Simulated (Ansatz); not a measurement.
# FH₆NOSi₂: a ladder of functionals and wavefunction methods

Aim: compute FH₆NOSi₂ with functionals from several rungs and with coupled cluster, and see how far each lands from CCSD(T) at the basis-set limit for the atomisation energy.

The runs use Ansatz 0.2.0, Gaussian basis; functionals in def2-TZVPP, the program's frozen cores in correlated methods.

The runs, in order: PBE-D4, r2SCAN-D4, PBE0-D4, B3LYP-D4, ωB97X-V, ωB97M-V, B2PLYP; CCSD(T)/def2-TZVPP; MP2/def2-QZVPP; extrapolation to the limit.

**1. The relaxed structure**

An earlier PBE0-D4 in a triple-zeta def2 set relaxation fixed the geometry.

SMILES `N[SiH](O)[SiH2]F`, 11 atoms, charge 0, spin multiplicity 1.

Atoms are counted from 1 here; the program's logs count them from 0.

Bond lengths: N1–Si2 1.709 Å, N1–H6 1.007 Å, N1–H7 1.007 Å, Si2–O3 1.652 Å, Si2–Si4 2.355 Å, Si2–H8 1.482 Å, O3–H9 0.958 Å, Si4–F5 1.616 Å, Si4–H10 1.487 Å, Si4–H11 1.490 Å. Angles: Si2–N1–H6 121.5°, Si2–N1–H7 122.1°, H6–N1–H7 111.4°, N1–Si2–O3 118.4°, N1–Si2–Si4 105.7°, N1–Si2–H8 105.7°, O3–Si2–Si4 107.6°, O3–Si2–H8 104.5°, Si4–Si2–H8 115.3°, Si2–O3–H9 117.8°, Si2–Si4–F5 107.4°, Si2–Si4–H10 114.3°, Si2–Si4–H11 112.1°, F5–Si4–H10 107.6°, F5–Si4–H11 106.7°, H10–Si4–H11 108.3°.

**2. PBE-D4 (GGA)**

The input, in.yaml:

```yaml
crystal:
  periodic: [false, false, false]
  atoms:
    - {symbol: N, position_ang: [-1.449003, 0.964542, -0.539804]}
    - {symbol: Si, position_ang: [-0.119122, -0.072946, -0.816751]}
    - {symbol: O, position_ang: [1.243783, 0.561134, -1.501913]}
    - {symbol: Si, position_ang: [0.477656, -0.924019, 1.296042]}
    - {symbol: F, position_ang: [2.062316, -0.672341, 1.489171]}
    - {symbol: H, position_ang: [-2.044222, 1.269375, -1.293345]}
    - {symbol: H, position_ang: [-1.470843, 1.611430, 0.231331]}
    - {symbol: H, position_ang: [-0.591969, -1.079971, -1.795435]}
    - {symbol: H, position_ang: [1.936210, 0.870568, -0.915884]}
    - {symbol: H, position_ang: [0.229043, -2.380507, 1.461854]}
    - {symbol: H, position_ang: [-0.208448, -0.204165, 2.405534]}
basis:
  gaussian: {orbitals: def2-TZVPP}
hamiltonian: {xc: pbe, dispersion: d4}
output: {forces: true, orbitals: {seedname: orbitals}}
```

Started as:

```console
> ansatz run in.yaml --threads 4 --pin off --events-out ev --progress --plain --max-ram 10444MiB
```

The runs that follow: r2SCAN-D4 (meta-GGA); PBE0-D4 (hybrid); B3LYP-D4 (hybrid); ωB97X-V (range-separated); ωB97M-V (range-separated); B2PLYP (double hybrid); CCSD(T) in def2-TZVPP; MP2 in def2-QZVPP.

Q: Predict the results of all the runs planned. Wanted: atomisation energy, CCSD(T)/CBS; farthest; mean size of error, hybrid; mean size of error, range-separated; gap, smallest and largest; T1 diagnostic; triples share of the correlation energy.

The runs gave:

| quantity | value |
| --- | --- |
| atomisation energy, CCSD(T)/CBS | 928.9 kcal/mol |
| functionals within 4.6 kcal/mol (0.5 %) | PBE-D4, ωB97X-V, ωB97M-V |
| farthest | PBE0-D4 (-16.5 kcal/mol) |
| mean size of error, hybrid | 11.2 kcal/mol |
| mean size of error, range-separated | 1.7 kcal/mol |
| gap, smallest and largest | 4.92 eV (PBE-D4), 11.53 eV (ωB97X-V) |
| T1 diagnostic | 0.0122 |
| triples share of the correlation energy | 3.3 % |

**Reading.** PBE-D4 is off by +0.8 kcal/mol. Double hybrids carry the basis error of their MP2 part in triple zeta, and no dispersion term here, so their miss is partly the set-up's. Misses under about 4.6 kcal/mol are within the doubt on the reference itself, which lacks core-valence correlation, relativity and higher excitations. Hartree-Fock recovers 71 % of the binding; the rest is correlation. The gap grows from 4.9 to 11.5 eV across the functionals, mostly with the share of exact exchange.
